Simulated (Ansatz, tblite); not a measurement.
**GaH2(OH) (GaH3O): one state, many levels**

One table from this session's results is given with a row withheld; the runs are named, their logs left out.

Computed with Ansatz 0.2.0, Gaussian basis. Level: as each input shows.

The runs, in order: GFN1-xTB, GFN2-xTB, PBE-D4/def2-TZVP, r2SCAN-D4/def2-TZVP, B2PLYP/def2-TZVP, r2SCAN0-D4/def2-TZVP, BLYP-D4/def2-TZVP, B3LYP-D4/def2-TZVP, HF/def2-TZVP, LDA/def2-TZVP, LC-ωPBE/def2-TZVP, PBE-D4/def2-SVP, PBE0-D4/def2-SVP, PBE0-D4/def2-TZVPD, PBE-D4/def2-TZVPD, r2SCAN-D4/def2-TZVPD, CCSD(T)/def2-TZVPP, MP2/def2-TZVP, RPA/def2-TZVP, CCSD(T)/def2-TZVPD.

**The structure**

The singlet was relaxed beforehand with r2SCAN-D4/def2-TZVP.

5 atoms, charge 0, spin multiplicity 1.

Bond lengths: Ga1–H2 1.548 Å, Ga1–H3 1.558 Å, Ga1–O4 1.789 Å, O4–H5 0.963 Å. Angles: H2–Ga1–H3 129.3°, H2–Ga1–O4 113.3°, H3–Ga1–O4 117.4°, Ga1–O4–H5 113.5°.

PBE0-D4/def2-TZVP was run before; its log isn't repeated, and its numbers join the tables.

The first run:

Tight binding, by tblite at 300 K electronic temperature and without a spin-polarisation term:

```python
tblite.interface.Calculator('GFN1-xTB', numbers, positions, charge=0, uhf=0).singlepoint()
```

Tight binding, by tblite at 300 K electronic temperature and without a spin-polarisation term:

```python
tblite.interface.Calculator('GFN2-xTB', numbers, positions, charge=0, uhf=0).singlepoint()
```

start.molden holds the orbitals of an earlier run on this state, given as this run's starting guess.

Contents of in.yaml:

```yaml
crystal:
  periodic: [false, false, false]
  atoms:
    - {symbol: Ga, position_ang: [0.343726, 0.421171, -0.101923]}
    - {symbol: H, position_ang: [1.885805, 0.467285, -0.227020]}
    - {symbol: H, position_ang: [-0.692058, 1.577583, -0.232031]}
    - {symbol: O, position_ang: [-0.289306, -1.216561, 0.241593]}
    - {symbol: H, position_ang: [-1.248167, -1.249478, 0.319381]}
basis:
  gaussian: {orbitals: def2-TZVP, initial_orbitals: start.molden}
hamiltonian: {xc: pbe, dispersion: d4}
scf: {omitted_lower_state_checks: [starts]}
output: {orbitals: {seedname: orbitals}}
```

Launch:

```bash
> ansatz run in.yaml --threads 4 --pin off --events-out ev --progress --plain --max-ram 3916MiB
```

Among the steps run: PBE-D4/def2-TZVP; r2SCAN-D4/def2-TZVP; B2PLYP/def2-TZVP; r2SCAN0-D4/def2-TZVP; BLYP-D4/def2-TZVP; B3LYP-D4/def2-TZVP; HF/def2-TZVP; LDA/def2-TZVP; LC-ωPBE/def2-TZVP; PBE-D4/def2-SVP; PBE0-D4/def2-SVP; PBE0-D4/def2-TZVPD; PBE-D4/def2-TZVPD; r2SCAN-D4/def2-TZVPD; CCSD(T)/def2-TZVPP; MP2/def2-TZVP; RPA/def2-TZVP; CCSD(T)/def2-TZVPD.

One table of the session follows, with a row left open; its other results are not shown here.

| level | HOMO (eV) | gap (eV) |
| --- | --- | --- |
| HF/def2-TZVP | -11.86 | 13.35 |
| LDA/def2-TZVP | -7.28 | 5.06 |
| PBE-D4/def2-SVP | -7.01 | 5.16 |
| PBE-D4/def2-TZVP | -7.18 | 5.21 |
| PBE-D4/def2-TZVPD | -7.24 | 5.21 |
| BLYP-D4/def2-TZVP | -7.10 | 5.16 |
| r2SCAN-D4/def2-TZVP | -7.52 | 5.86 |
| r2SCAN-D4/def2-TZVPD | -7.55 | 5.86 |
| B3LYP-D4/def2-TZVP | -8.37 | 6.89 |
| PBE0-D4/def2-SVP | ? | ? |
| PBE0-D4/def2-TZVP | -8.57 | 7.38 |
| PBE0-D4/def2-TZVPD | -8.60 | 7.37 |
| r2SCAN0-D4/def2-TZVP | -8.79 | 7.80 |
| LC-ωPBE/def2-TZVP | -11.35 | 12.23 |

**Question.** Estimate the row for PBE0-D4/def2-SVP.

The run gave: HOMO (eV): -8.44; gap (eV): 7.38. In the column «HOMO (eV)» it lies between PBE0-D4/def2-TZVP (-8.57) and B3LYP-D4/def2-TZVP (-8.37).
